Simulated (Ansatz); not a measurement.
**CH5NS2Sn: how energies converge with the basis set**

The task here is to estimate one member of a computed series from the others.

The runs use Ansatz 0.2.0, Gaussian basis; one geometry, several basis sets.

The runs, in order: PBE0-D4/def2-SVP; ωB97M-V/def2-SVP; PBE0-D4/def2-QZVPP; ωB97M-V/def2-QZVPP; the functionals' def2-TZVPP values are taken from earlier runs.

**The relaxed structure**

All runs share one geometry, relaxed beforehand with PBE0-D4 in a triple-zeta def2 set. Sn takes the def2 core potential; no spin-orbit term is included.

SMILES `[NH2][SnH]1[S]C[S]1`, 10 atoms, charge 0, spin multiplicity 1.

Atoms are counted from 1 here; the program's logs count them from 0.

Bond lengths: N1–Sn2 2.005 Å, N1–H6 1.011 Å, N1–H7 1.011 Å, Sn2–S3 2.391 Å, Sn2–S5 2.407 Å, Sn2–H8 1.706 Å, S3–C4 1.832 Å, C4–S5 1.830 Å, C4–H9 1.090 Å, C4–H10 1.089 Å. Angles: Sn2–N1–H6 115.5°, Sn2–N1–H7 116.1°, H6–N1–H7 109.7°, N1–Sn2–S3 112.3°, N1–Sn2–S5 119.5°, N1–Sn2–H8 105.7°, S3–Sn2–S5 78.3°, S3–Sn2–H8 120.8°, S5–Sn2–H8 119.0°, Sn2–S3–C4 85.2°, S3–C4–S5 111.6°, S3–C4–H9 108.8°, S3–C4–H10 108.9°, S5–C4–H9 109.1°, S5–C4–H10 108.9°, H9–C4–H10 109.4°, Sn2–S5–C4 84.8°.

The first run:

Contents of in.yaml:

```yaml
crystal:
  periodic: [false, false, false]
  atoms:
    - {symbol: N, position_ang: [-2.240418, -0.695764, -0.100990]}
    - {symbol: Sn, position_ang: [-0.249936, -0.938430, -0.105471]}
    - {symbol: S, position_ang: [0.815844, 0.279836, 1.654974]}
    - {symbol: C, position_ang: [1.689218, 1.162602, 0.308304]}
    - {symbol: S, position_ang: [1.128982, 0.600708, -1.340230]}
    - {symbol: H, position_ang: [-2.562974, 0.254746, -0.217728]}
    - {symbol: H, position_ang: [-2.764036, -1.309670, -0.709526]}
    - {symbol: H, position_ang: [0.010711, -2.614167, -0.291298]}
    - {symbol: H, position_ang: [1.496687, 2.230779, 0.404936]}
    - {symbol: H, position_ang: [2.758921, 0.978161, 0.400030]}
basis:
  gaussian: {orbitals: def2-SVP}
hamiltonian: {xc: pbe0, dispersion: d4}
output: {orbitals: {seedname: orbitals}}
```

Among the steps run: PBE0-D4 in def2-SVP; ωB97M-V in def2-SVP; PBE0-D4 in def2-QZVPP; ωB97M-V in def2-QZVPP.

One of the session's tables, all rows but one given; the rest of the session is left out.

It belongs to the step «Density functionals: the series». 

```
functional       basis  HOMO (eV)
   PBE0-D4    def2-SVP      -6.74
   PBE0-D4  def2-TZVPP          ?
   PBE0-D4  def2-QZVPP      -6.89
   ωB97M-V    def2-SVP      -8.88
   ωB97M-V  def2-TZVPP      -9.03
   ωB97M-V  def2-QZVPP      -9.07
```

Estimate the missing values for PBE0-D4, def2-TZVPP.

**Answer.** HOMO (eV): -6.85. In the column «HOMO (eV)» it lies between PBE0-D4, def2-QZVPP (-6.89) and PBE0-D4, def2-SVP (-6.74).
